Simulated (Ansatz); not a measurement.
# YRh: the cost of one run

Computed with Ansatz 0.2.0 (DFT r²SCAN, frozen-core PAW and all-electron LAPW, scalar-relativistic unless said, unless a step's input says otherwise).

## 1. The system as given

The structure is cubic, space group Pm-3m (No. 221). Conventional cell: a = 3.407 Å, b = 3.407 Å, c = 3.407 Å, α = 90.00°, β = 90.00°, γ = 90.00°. Around Y (site symmetry m-3m) lie 8 Rh at 2.95 Å. Rh (site symmetry m-3m) has 8 Y at 2.95 Å as nearest neighbours.

Coordinates:

```cif
data_structure
_symmetry_space_group_name_H-M 'P 1'
_symmetry_Int_Tables_number 1
_cell_length_a 3.4070
_cell_length_b 3.4070
_cell_length_c 3.4070
_cell_angle_alpha 90.000
_cell_angle_beta 90.000
_cell_angle_gamma 90.000
_cell_volume 39.55
loop_
_atom_site_label
_atom_site_type_symbol
_atom_site_fract_x
_atom_site_fract_y
_atom_site_fract_z
_atom_site_occupancy
Y1 Y 0.50000 0.50000 0.50000 1
Rh1 Rh 0.00000 0.00000 0.00000 1
```

Cartesian axes are those of the input's lattice vectors. The structure goes back to a database entry.

## 2. Cell and atoms relaxed, PAW

Input file input.yaml:

```yaml
crystal:
  lattice:
    - [3.407, 0.0, 0.0]
    - [0.0, 3.407, 0.0]
    - [0.0, 0.0, 3.407]
  atoms:
    - { symbol: "Y", position: [0.5, 0.5, 0.5] }
    - { symbol: Rh, position: [0.0, 0.0, 0.0] }
kpoints:
  mp_grid: { grid: [10, 10, 10] }
scf:
  occupations: { method: fermi_dirac, width: 0.05 }
hamiltonian:
  xc: r2scan
  pseudopotentials: { kind: paw }
relax:
  f_tol: 0.002
  max_steps: 80
  cell: {}
output:
  forces: true
  stress: true
```

On the command line:

```console
$ ansatz run input.yaml --threads 1 --pin off --max-ram 3072MiB --backend cpu --events-out ev --progress --plain --runs-dir out
```

**Question.** How long does this run take on 1 thread of Arm Neoverse V1, shared host, and how much memory does it need?

About 24 s, with a peak of 0.41 GiB.
